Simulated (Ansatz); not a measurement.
# ZnPt: response to strain

ZnPt is deformed so: equal xx and yy strain of -1 %. What stress and forces result, by LAPW, PAW and all-electron datasets made for the crystal?

Computed with Ansatz 0.2.0 (DFT PBEsol, scalar-relativistic, unless a step's input says otherwise).

## (1) The starting structure

The structure is tetragonal, space group P4/mmm (No. 123). Conventional cell: a = 2.864 Å, b = 2.864 Å, c = 3.510 Å, α = 90.00°, β = 90.00°, γ = 90.00°. Zn (site symmetry 4/mmm) has 8 Pt at 2.68 Å and 4 Zn at 2.86 Å as nearest neighbours. Pt (site symmetry 4/mmm) has 8 Zn at 2.68 Å and 4 Pt at 2.86 Å as nearest neighbours.

Structure file:

```xyz
2
Lattice="2.8640 0.0000 0.0000 0.0000 2.8640 0.0000 0.0000 0.0000 3.5100" Properties=species:S:1:pos:R:3 pbc="T T T"
Zn    1.4320    1.4320    1.7550
Pt    0.0000    0.0000    0.0000
```

Atoms are numbered in the order of the input: Zn1, Pt2.

## (2) After the deformation

Space group P4/mmm before, P4/mmm after.

## (3) LAPW, all electrons

input.yaml

```yaml
crystal:
  lattice:
    - [2.83536, 0.0, 0.0]
    - [0.0, 2.83536, 0.0]
    - [0.0, 0.0, 3.51]
  atoms:
    - { symbol: Zn, position: [0.5, 0.5, 0.5] }
    - { symbol: Pt, position: [0.0, 0.0, 0.0] }
kpoints:
  mp_grid: { grid: [11, 11, 9] }
  band_path:
    path:
      - [0.0, 0.0, 0.0]
      - [0.0, 0.5, 0.0]
      - [0.5, 0.5, 0.0]
      - [0.0, 0.0, 0.0]
      - [0.0, 0.0, 0.5]
      - [0.0, 0.5, 0.5]
      - [0.5, 0.5, 0.5]
      - [0.0, 0.0, 0.5]
      - [0.0, 0.5, 0.0]
    npoints: 5
scf:
  occupations: { method: fermi_dirac, width: 0.05 }
hamiltonian:
  xc: pbesol
  pseudopotentials: { kind: all_electron, lapw: { basis_error: 0.00025 } }
output:
  forces: true
  stress: true
  eigenvalues: true
```

The run is started by

```bash
> ansatz run input.yaml --threads 1 --pin off --max-ram 3072MiB --backend cpu --events-out ev --progress --plain --runs-dir out
```

## (4) PAW with frozen cores

input.yaml

```yaml
crystal:
  lattice:
    - [2.83536, 0.0, 0.0]
    - [0.0, 2.83536, 0.0]
    - [0.0, 0.0, 3.51]
  atoms:
    - { symbol: Zn, position: [0.5, 0.5, 0.5] }
    - { symbol: Pt, position: [0.0, 0.0, 0.0] }
kpoints:
  mp_grid: { grid: [11, 11, 9] }
scf:
  occupations: { method: fermi_dirac, width: 0.05 }
hamiltonian:
  xc: pbesol
  pseudopotentials: { kind: paw }
output:
  forces: true
  stress: true
  eigenvalues: true
  efg: { contact_densities: true }
  write_density: true
  write_potential: true
  elf: true
  volumetric_format: npy
```

## (5) All-electron PAW on datasets made for the crystal

input.yaml: that of step 4 with these lines changed.

```diff
@@ -14,3 +14,3 @@
   xc: pbesol
-  pseudopotentials: { kind: paw }
+  pseudopotentials: { kind: all_electron, datasets: crystal }
 output:
@@ -20,5 +20 @@
   efg: { contact_densities: true }
-  write_density: true
-  write_potential: true
-  elf: true
-  volumetric_format: npy
```

(Steps that only read results are left out.)

Before running it: what results should come out? Wanted: pressure; largest shear or deviatoric stress.

**Answer**, as computed:

| quantity | value |
| --- | --- |
| pressure | LAPW -2.13, PAW -2.15, crystal datasets -2.13 GPa |
| largest shear or deviatoric stress (LAPW) | 0.51 GPa |

In words: The largest part of the stress beyond the pressure is 0.51 GPa in size, in the zz component; the atoms are carried along and not relaxed. No run of the undeformed cell stands beside it, so the pressure holds what the given cell had before the change. PAW: stress within 0.04 GPa of LAPW. Crystal datasets: stress within 0.01 GPa of LAPW. Spin-orbit coupling is left out, though the cell holds Pt; in elements this heavy it can shift bands and gaps by tenths of an eV.
